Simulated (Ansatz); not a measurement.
# BaS4: the cost of one run

Program: Ansatz 0.2.0. Level of theory: DFT PBE, scalar-relativistic, plane waves, PAW. These are calculated values, not measurements.

### 1 The starting structure

Symmetry: P4/mmm, No. 123, tetragonal system. The conventional cell has a = 5.330 Å, b = 5.330 Å, c = 7.538 Å, α = 90.00°, β = 90.00°, γ = 90.00°. Ba (site symmetry 4/mmm) is surrounded by 8 S at 3.26 Å. S (site symmetry 2mm) has 2 Ba at 3.26 Å as nearest neighbours.

Structure file:

```
CELL_PARAMETERS angstrom
5.33009 0.00000 0.00000
0.00000 5.33009 0.00000
0.00000 0.00000 7.53789
ATOMIC_POSITIONS crystal
Ba 0.00000 0.00000 0.00000
S 0.50000 0.00000 0.25000
S 0.00000 0.50000 0.75000
S 0.50000 0.00000 0.75000
S 0.00000 0.50000 0.25000
```

A structure generator made this guess: ordered vacancies on the cation sites of fluorite (P4/mmm, No. 123). Its size is a rough estimate.

### 2 The guess as it stands, on a coarse mesh

Contents of input.yaml:

```yaml
crystal:
  lattice:
    - [5.33008968, 0.0, 0.0]
    - [0.0, 5.33008968, 0.0]
    - [0.0, 0.0, 7.53788511]
  atoms:
    - { symbol: Ba, position: [0.0, 0.0, 0.0] }
    - { symbol: S, position: [0.5, 0.0, 0.25] }
    - { symbol: S, position: [0.0, 0.5, 0.75] }
    - { symbol: S, position: [0.5, 0.0, 0.75] }
    - { symbol: S, position: [0.0, 0.5, 0.25] }
basis:
  ecutwfc: 420
kpoints:
  mp_grid: { grid: [4, 4, 2] }
hamiltonian:
  xc: pbe
scf:
  occupations: { method: gaussian, width: 0.1 }
  lower_state_search: "off"
output:
  forces: true
  stress: true
  eigenvalues: true
```

Started as:

```bash
$ ansatz run input.yaml --threads 1 --pin off --max-ram 2048MiB --backend cpu --events-out ev --progress --plain --runs-dir out
```

What time and memory should one allow on 1 thread of Arm Neoverse V1, shared host?

About 3.4 s, with a peak of 0.4 GiB.
